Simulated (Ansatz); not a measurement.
# GaNH2 (singlet): from Hartree-Fock to the top rungs, cc-pVDZ

One table from this session's results is given with a row withheld; the runs are named, their logs left out.

Computed with Ansatz 0.2.0, Gaussian basis. Level: cc-pVDZ, core rule «outside noble gas», up to 15 orbitals frozen.

To be run: UHF; CCSD(T) on RHF; BCCD(T) on RHF; CISD; CCSDT(Q) on RHF; CCSDTQ on RHF.

12 further runs of the same task are left out: 9 for a known fault of the program, 3 set aside as unsound or not needed.

## What is computed

The geometry is a PBE0/def2-TZVP stationary point (not a proven minimum) of the parent state, kept for this charge and spin. No spin-orbit coupling is included. The filled d shell of Ga may be among the frozen orbitals whatever the setting's name suggests; the logs give the count.

4 atoms, charge 0, spin multiplicity 1.

Atoms are counted from 1 here; the program's logs count them from 0.

Bond lengths: N1–Ga2 1.886 Å, N1–H3 1.014 Å, N1–H4 1.014 Å. Angles: Ga2–N1–H3 111.5°, Ga2–N1–H4 111.5°, H3–N1–H4 109.1°.

As a file:

```
N    -0.1042    0.0000    1.5213
Ga    0.0114    0.0000   -0.3611
H     0.3284   -0.8262    1.9198
H     0.3284    0.8262    1.9198
```

The first run:

File in.yaml:

```yaml
crystal:
  periodic: [false, false, false]
  atoms:
    - {symbol: N, position_ang: [-0.104201, 0.000000, 1.521268]}
    - {symbol: Ga, position_ang: [0.011438, 0.000000, -0.361116]}
    - {symbol: H, position_ang: [0.328389, -0.826162, 1.919816]}
    - {symbol: H, position_ang: [0.328389, 0.826162, 1.919816]}
basis:
  gaussian: {orbitals: cc-pVDZ}
magnetization: {spin_polarized: true, initial_magnetization: 0}
hamiltonian: {xc: hf}
output: {orbitals: {seedname: orbitals}}
```

The run is started by

```sh
ansatz run in.yaml --threads 1 --pin off --events-out ev --progress --plain --max-ram 4096MiB --backend cpu
```

Steps of the session up to this table: UHF; CCSD(T) on RHF; BCCD(T) on RHF; CISD; CCSDT(Q) on RHF; CCSDTQ on RHF.

One table of the session follows, with a row left open; its other results are not shown here.

It belongs to the step «Misses and costs». 

| method | from RCCSDTQ (kJ/mol) |
| --- | --- |
| RHF | +667.4 |
| RMP2 | +77.6 |
| RCCSD | +20.9 |
| RCCSD(T) | +3.0 |
| BCCD(T) | ? |
| RCCSDT | +1.6 |
| RCCSDT(Q) | -0.2 |
| RCCSDTQ | 0 |

Estimate the missing values for BCCD(T).

The run gave: from RCCSDTQ (kJ/mol): +2.9. In the column «from RCCSDTQ (kJ/mol)» it lies between RCCSDT (+1.6) and RCCSD(T) (+3.0).

Not comparable, so not listed: CISD (they don't share determinant, frozen orbitals or solution with the rows shown, or repeat one).
